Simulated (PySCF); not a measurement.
# H4S4Sm (Sm(SH)4-): the cost of one run

The runs use PySCF 2.14.0; several levels, as the steps say, no spin–orbit coupling.

1 further run of the same task is left out (for a known fault of the program).

### 1 Where the work starts

9 atoms, charge -1, spin multiplicity 1.

Bond lengths: Sm1–S2 2.705 Å, Sm1–S4 2.705 Å, Sm1–S6 2.705 Å, Sm1–S8 2.705 Å, S2–H3 1.355 Å, S4–H5 1.355 Å, S6–H7 1.355 Å, S8–H9 1.355 Å. Angles: S2–Sm1–S4 107.6°, S2–Sm1–S6 110.5°, S2–Sm1–S8 110.3°, S4–Sm1–S6 110.3°, S4–Sm1–S8 110.5°, S6–Sm1–S8 107.6°, Sm1–S2–H3 88.8°, Sm1–S4–H5 88.8°, Sm1–S6–H7 88.8°, Sm1–S8–H9 88.8°.

Geometry (Å):

| atom | x (Å) | y (Å) | z (Å) |
| --- | --- | --- | --- |
| Sm1 | 0.00000 | 0.00000 | 0.00131 |
| S2 | 1.48007 | 1.60335 | 1.59949 |
| H3 | 1.83723 | 0.51050 | 2.31713 |
| S4 | -1.48007 | -1.60335 | 1.59949 |
| H5 | -1.83723 | -0.51050 | 2.31713 |
| S6 | 1.60037 | -1.48505 | -1.59566 |
| H7 | 0.50788 | -1.83722 | -2.31592 |
| S8 | -1.60037 | 1.48505 | -1.59566 |
| H9 | -0.50788 | 1.83722 | -2.31592 |

Formal oxidation states: Sm +3. Each metal's 5 4f electrons lie in its core potential, so multiplicities, spins and levels count the valence alone. An earlier session relaxed this geometry at PBE0, Sm lcecp-1-SVP with ECP51, S def2-SVP, H def2-SVP (singlet, point group S4).

At PBE0 on the finer grid: E = -1629.127163 Eh, HOMO -3.08 eV, LUMO 2.85 eV, Mulliken charge on Sm1 +0.61 e, largest force component 0.006 eV/Å. 

Levels to run: TPSS; M06-L; PBE0, TZVP. Hardware: 2 threads of Arm Neoverse V1, shared host.

### 2 TPSS

run.py (the lines that set the calculation) reads:

```python
mol = gto.M(atom='''
Sm     0.00000     0.00000     0.00131
S      1.48007     1.60335     1.59949
H      1.83723     0.51050     2.31713
S     -1.48007    -1.60335     1.59949
H     -1.83723    -0.51050     2.31713
S      1.60037    -1.48505    -1.59566
H      0.50788    -1.83722    -2.31592
S     -1.60037     1.48505    -1.59566
H     -0.50788     1.83722    -2.31592''',
    basis={'Sm': 'lcecp-1-SVP', 'S': 'def2-SVP', 'H': 'def2-SVP'},
    ecp={'Sm': 'lcecp-1-SVP'},
    charge=-1, spin=0)
mf = dft.RKS(mol, xc='TPSS')
mf.grids.atom_grid = (75, 302)  # f atoms: unpruned, at least (60, 302)
mf = mf.density_fit()  # fitting sets: Sm AutoAux, S def2-universal-JKFIT, H def2-universal-JKFIT
mf.conv_tol = 1e-08; mf.max_cycle = 55
mf.kernel(dm0)  # dm0: the density of the relaxed state
```

Launch:

```sh
$ OMP_NUM_THREADS=2 python run.py
```

**Question.** How long does this run take on 2 threads of Arm Neoverse V1, shared host?

About 13 s.
